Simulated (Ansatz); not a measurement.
# AlBGeH4: short molecular-dynamics run, by script

How does AlBGeH4 move over a short run? Aim: a short molecular-dynamics run, for AlBGeH4, run from a script.

All numbers are computed with Ansatz 0.2.0, driven from Python. Level of theory: BLYP+D3(BJ)/def2-SVP.

### 1 The system

Bond lengths: B1–Al2 2.186 Å, B1–Ge3 2.009 Å, Al2–Ge3 2.225 Å, B1–H4 1.131 Å, Al2–H5 1.612 Å, Ge3–H6 1.558 Å, Ge3–H7 1.593 Å. Angles: B1–Al2–Ge3 54.2°, B1–Al2–H5 152.9°, Ge3–Al2–H5 152.9°, Al2–B1–Ge3 63.9°, Al2–B1–H4 146.1°, Ge3–B1–H4 149.6°, B1–Ge3–Al2 61.9°, B1–Ge3–H6 115.8°, B1–Ge3–H7 111.6°, Al2–Ge3–H6 118.0°, Al2–Ge3–H7 116.6°, H6–Ge3–H7 119.4°.

The script reads albgeh4.xyz:

```xyz
7

B    -1.06570   -0.72440   -0.20190
Al    0.45960    0.42450   -1.26620
Ge    0.34830    0.13610    0.93730
H    -2.04130   -1.29150   -0.28410
H     1.15100    0.99550   -2.60570
H    -0.12330    1.33840    1.80830
H     1.33270   -0.94660    1.56650
```

### 2 The script

md.py

```python
"""A short Born-Oppenheimer trajectory of AlBGeH4."""

import ansatz
import numpy as np

geometry = ansatz.Crystal.molecule_from_extxyz("albgeh4.xyz")

job = (
    geometry.calculation()
    .basis(gaussian="def2-SVP")
    .functional("BLYP", dispersion="d3bj")
)
symbols = [site.symbol for site in geometry.cartesian_sites]
start = np.array([site.position_ang for site in geometry.cartesian_sites], dtype=float)
r = job.relax(force_tolerance=0.02).run().report
end = np.array(r["positions_ang"])
minimum = ansatz.Crystal.molecule()
for symbol, place in zip(symbols, end):
    minimum = minimum.atom(symbol, place.tolist())

# dynamics from the relaxed geometry
job = (
    minimum.calculation()
    .basis(gaussian="def2-SVP")
    .functional("BLYP", dispersion="d3bj")
    .md("nve", timestep=1.0, steps=30, temperature=200, initial_velocities="maxwell_boltzmann", seed=78)
)
frames = []
res = job.session().plan().execute(on_event=lambda e: frames.append(e["data"]) if e["event"] == "md_step" else None)
print("t (fs)   E_pot (eV)      E_kin (eV)   T (K)   d(0-1) (A)")
for f in frames[::3]:
    xyz = np.array(f["positions_ang"])
    print(f"{f['time_fs']:6.2f} {f['lagrangian_ev']:14.5f} {f['e_kin_ev']:10.5f} {f['temperature_k']:8.1f} {np.linalg.norm(xyz[0] - xyz[1]):9.4f}")
kept = np.array([f["conserved_ev"] for f in frames])
print(f"conserved energy moves by at most {1000 * np.ptp(kept):.3f} meV")
```

### 3 The input behind the calls

The package turns the script's settings into the engine's input (first run):

```yaml
crystal:
  periodic: [false, false, false]
  atoms:
    - { symbol: B, position_ang: [-1.0657, -0.7244, -0.2019] }
    - { symbol: Al, position_ang: [0.4596, 0.4245, -1.2662] }
    - { symbol: Ge, position_ang: [0.3483, 0.1361, 0.9373] }
    - { symbol: H, position_ang: [-2.0413, -1.2915, -0.2841] }
    - { symbol: H, position_ang: [1.151, 0.9955, -2.6057] }
    - { symbol: H, position_ang: [-0.1233, 1.3384, 1.8083] }
    - { symbol: H, position_ang: [1.3327, -0.9466, 1.5665] }
basis:
  gaussian:
    orbitals: def2-SVP
hamiltonian:
  xc: blyp
  dispersion: d3bj
relax:
  f_tol: 0.02
```

### 4 Running it

Command:

```bash
$ python md.py
```

**Question.** What results will this script give? Wanted: moves of the relaxation of run 1; energy gained in run 1; last largest force component of run 1; mean temperature, second half; farthest move; largest change of the conserved energy.

The runs gave:

| quantity | value |
| --- | --- |
| runs compared | 2 |
| moves of the relaxation of run 1 | 22 |
| energy gained in run 1 | 1.870 eV |
| last largest force component of run 1 | 0.0159 eV/Å |
| length of the run | 30 steps, 30 fs |
| mean temperature, second half | 66 K |
| farthest move | 0.36 Å |
| largest change of the conserved energy | 0.16 meV/atom |

Run 1: The relaxation took 22 moves; the largest shift is 1.759 Å, of atom 7 (H). So large a move can change the bonding: the results belong to the relaxed structure. The temperature swings between 49 and 200 K, with a mean of 66 K in the second half; from a start near a minimum about half of the kinetic energy passes into potential energy. The conserved energy stays within 0.16 meV/atom, so the time step holds. 30 fs show the first vibrations only, not equilibrium. The trajectory is only some femtoseconds long, and gives no averages; where the script doesn't relax first, it starts from a rough generated geometry. The temperature counts the internal degrees of freedom alone. With hydrogen a step over 0.5 fs is long.
